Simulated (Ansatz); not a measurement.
**CH4AlClS: small, medium and large basis sets**

An exercise on one series of results from a longer session: the logs are not shown, and one member is left open.

Program: Ansatz 0.2.0, Gaussian basis. Level of theory: one geometry, several basis sets. These are calculated values, not measurements.

Plan: PBE0-D4/def2-SVP; ωB97M-V/def2-SVP; PBE0-D4/def2-QZVPP; ωB97M-V/def2-QZVPP; the functionals' def2-TZVPP values are taken from earlier runs.

### The relaxed structure

All runs share one geometry, relaxed beforehand with PBE0-D4 in a triple-zeta def2 set.

SMILES `[CH3][Al]([SH])[Cl]`, 8 atoms, charge 0, spin multiplicity 1.

Atoms are counted from 1 here; the program's logs count them from 0.

Bond lengths: C1–Al2 1.933 Å, C1–H5 1.094 Å, C1–H6 1.092 Å, C1–H7 1.094 Å, Al2–S3 2.177 Å, Al2–Cl4 2.102 Å, S3–H8 1.344 Å. Angles: Al2–C1–H5 110.6°, Al2–C1–H6 111.8°, Al2–C1–H7 110.6°, H5–C1–H6 108.3°, H5–C1–H7 107.0°, H6–C1–H7 108.3°, C1–Al2–S3 122.1°, C1–Al2–Cl4 120.9°, S3–Al2–Cl4 117.0°, Al2–S3–H8 93.1°.

Set-up of the first run:

File in.yaml:

```yaml
crystal:
  periodic: [false, false, false]
  atoms:
    - {symbol: C, position_ang: [-0.334115, 1.323213, -0.263981]}
    - {symbol: Al, position_ang: [0.071001, -0.559258, -0.098380]}
    - {symbol: S, position_ang: [0.975182, -1.393466, 1.697252]}
    - {symbol: Cl, position_ang: [-0.348836, -1.896478, -1.664640]}
    - {symbol: H, position_ang: [-1.400770, 1.472762, -0.453645]}
    - {symbol: H, position_ang: [-0.065062, 1.877672, 0.637686]}
    - {symbol: H, position_ang: [0.205486, 1.760190, -1.109028]}
    - {symbol: H, position_ang: [0.989215, -2.641835, 1.198937]}
basis:
  gaussian: {orbitals: def2-SVP}
hamiltonian: {xc: pbe0, dispersion: d4}
output: {orbitals: {seedname: orbitals}}
```

Steps of the session up to this table: PBE0-D4 in def2-SVP; ωB97M-V in def2-SVP; PBE0-D4 in def2-QZVPP; ωB97M-V in def2-QZVPP.

One of the session's tables, all rows but one given; the rest of the session is left out.

It belongs to the step «Density functionals: the series». 

```
functional       basis  HOMO (eV)
   PBE0-D4    def2-SVP      -7.74
   PBE0-D4  def2-TZVPP      -7.86
   PBE0-D4  def2-QZVPP      -7.89
   ωB97M-V    def2-SVP          ?
   ωB97M-V  def2-TZVPP     -10.04
   ωB97M-V  def2-QZVPP     -10.08
```

**Question.** Estimate the row for ωB97M-V, def2-SVP.

**Answer.** HOMO (eV): -9.87. In the column «HOMO (eV)» it lies between ωB97M-V, def2-TZVPP (-10.04) and PBE0-D4, def2-QZVPP (-7.89).
